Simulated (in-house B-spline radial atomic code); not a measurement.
# I³⁺: excited configurations

Wanted: excitation energies of I³⁺ as differences of total energies (ΔSCF).

The numbers are computed with in-house B-spline radial atomic code version 1 (Dirac-Hartree-Fock, average of configuration, Fermi nucleus, basis-set limit), except any that are marked as measured or tabulated.

## 1. The system

- element: iodine (Z = 53)
- charge: +3
- electrons: 50
- configuration: [Kr] 4d10 5s2 5p2
- Hamiltonian: Dirac-Coulomb
- nucleus: Fermi, rms radius 4.750 fm

The outer shells:

[Kr] 4d10 5s2 5p2
```
[Kr] core
4d [↑↓][↑↓][↑↓][↑↓][↑↓]
5s [↑↓]
5p [↑ ][↑ ][  ]
```

The boxes draw the filling by Hund's rule, which heavy ions in jj coupling don't follow; these runs average over all states of the configuration.

Input settings:

```ini
Z = 53
electrons = 50.0
configuration = [Kr] 4d10 5s2 5p2
hamiltonian = dirac
method = hf
spin_polarised = False
nucleus = fermi
rms_radius = 4.75
mass_number = 127
atomic_mass = 126.904472592
speed_of_light = 137.035999084
```

This reference run was done before. Its total energy is -7113.669847 hartree, and its levels are (the highest eight at most):

```tsv
orbital	occupation	energy (eV)	<r> (bohr)
4s1/2	2	-243.37	0.7405
4p1/2	2	-191.79	0.7750
4p3/2	4	-180.40	0.8010
4d3/2	4	-95.770	0.9068
4d5/2	6	-93.939	0.9179
5s1/2	2	-51.220	1.861
5p1/2	0.666667	-39.969	2.092
5p3/2	1.33333	-38.555	2.156
```

## 2. Configuration [Kr] 4d10 5s2 5p1 8p1

Input settings:

```ini
Z = 53
electrons = 50.0
configuration = [Kr] 4d10 5s2 5p1 8p1
hamiltonian = dirac
method = hf
spin_polarised = False
nucleus = fermi
rms_radius = 4.75
mass_number = 127
atomic_mass = 126.904472592
speed_of_light = 137.035999084
```

## 3. Run with [Kr] 4d10 5s1 5p2 8p1

Settings: those of step 2 with these lines changed.

```diff
@@ -2,3 +2,3 @@
 electrons = 50.0
-configuration = [Kr] 4d10 5s2 5p1 8p1
+configuration = [Kr] 4d10 5s1 5p2 8p1
 hamiltonian = dirac
```

## 4. [Kr] 4d10 5s1 5p2 9f1

Settings: those of step 3 with these lines changed.

```diff
@@ -2,3 +2,3 @@
 electrons = 50.0
-configuration = [Kr] 4d10 5s1 5p2 8p1
+configuration = [Kr] 4d10 5s1 5p2 9f1
 hamiltonian = dirac
```

## 5. [Ar] 3d10 4s2 4p5 4d10 4f1 5s2 5p2

Settings: those of step 4 with these lines changed.

```diff
@@ -2,3 +2,3 @@
 electrons = 50.0
-configuration = [Kr] 4d10 5s1 5p2 9f1
+configuration = [Ar] 3d10 4s2 4p5 4d10 4f1 5s2 5p2
 hamiltonian = dirac
```

## 6. Configuration [Kr] 4d10 5s1 5p2 9p1

Settings: those of step 5 with these lines changed.

```diff
@@ -2,3 +2,3 @@
 electrons = 50.0
-configuration = [Ar] 3d10 4s2 4p5 4d10 4f1 5s2 5p2
+configuration = [Kr] 4d10 5s1 5p2 9p1
 hamiltonian = dirac
```

## 7. [Ar] 3d10 4s2 4p5 4d10 5s2 5p2 9f1

Settings: those of step 6 with these lines changed.

```diff
@@ -2,3 +2,3 @@
 electrons = 50.0
-configuration = [Kr] 4d10 5s1 5p2 9p1
+configuration = [Ar] 3d10 4s2 4p5 4d10 5s2 5p2 9f1
 hamiltonian = dirac
```

Before running: How far above the reference does each configuration lie (order and size, in eV)?

As calculated:

| net move | configuration | energy above the reference (eV) | with Breit, QED, recoil (eV) | largest <r> (bohr) |
| --- | --- | --- | --- | --- |
| 5p → 8p | [Kr] 4d10 5s2 5p1 8p1 | 31.689 | 31.671 | 11.5 |
| 5s → 8p | [Kr] 4d10 5s1 5p2 8p1 | 43.748 | 43.699 | 11.5 |
| 5s → 9p | [Kr] 4d10 5s1 5p2 9p1 | 45.752 | 45.702 | 16.0 |
| 5s → 9f | [Kr] 4d10 5s1 5p2 9f1 | 47.748 | 47.695 | 25.0 |
| 4p → 4f | [Ar] 3d10 4s2 4p5 4d10 4f1 5s2 5p2 | 161.80 | 161.58 | 2.09 |
| 4p → 9f | [Ar] 3d10 4s2 4p5 4d10 5s2 5p2 9f1 | 177.24 | 177.05 | 24.4 |

Quantum defects of the promoted electron, δ = n − ζ/√(−2ε) with ζ = 4 and ε its orbital energy in hartree:

| promotion | δ |
| --- | --- |
| 5p → 8p | 2.496 |
| 5s → 8p | 2.450 |
| 5s → 9p | 2.442 |
| 5s → 9f | 0.572 |
| 4p → 9f | 0.682 |

**Reading.** The energies run from 31.689 eV (5p → 8p) to 177.24 eV (4p → 9f). 5 of them lie more than 2 % above the ionisation threshold that Koopmans' theorem gives (38.555 eV), where such states can decay by emitting an electron. Of those tabulated, the defect is largest for 8p (2.50) and least for 9f (0.57): low angular momentum penetrates the core, high angular momentum stays outside it. Two partly filled shells share a symmetry and can mix in the average, which may lower the energy, for: 5p → 8p; 5s → 8p; 5s → 9p; 4p → 4f; 4p → 9f. These are averages over configurations, without correlation, not spectroscopic levels.
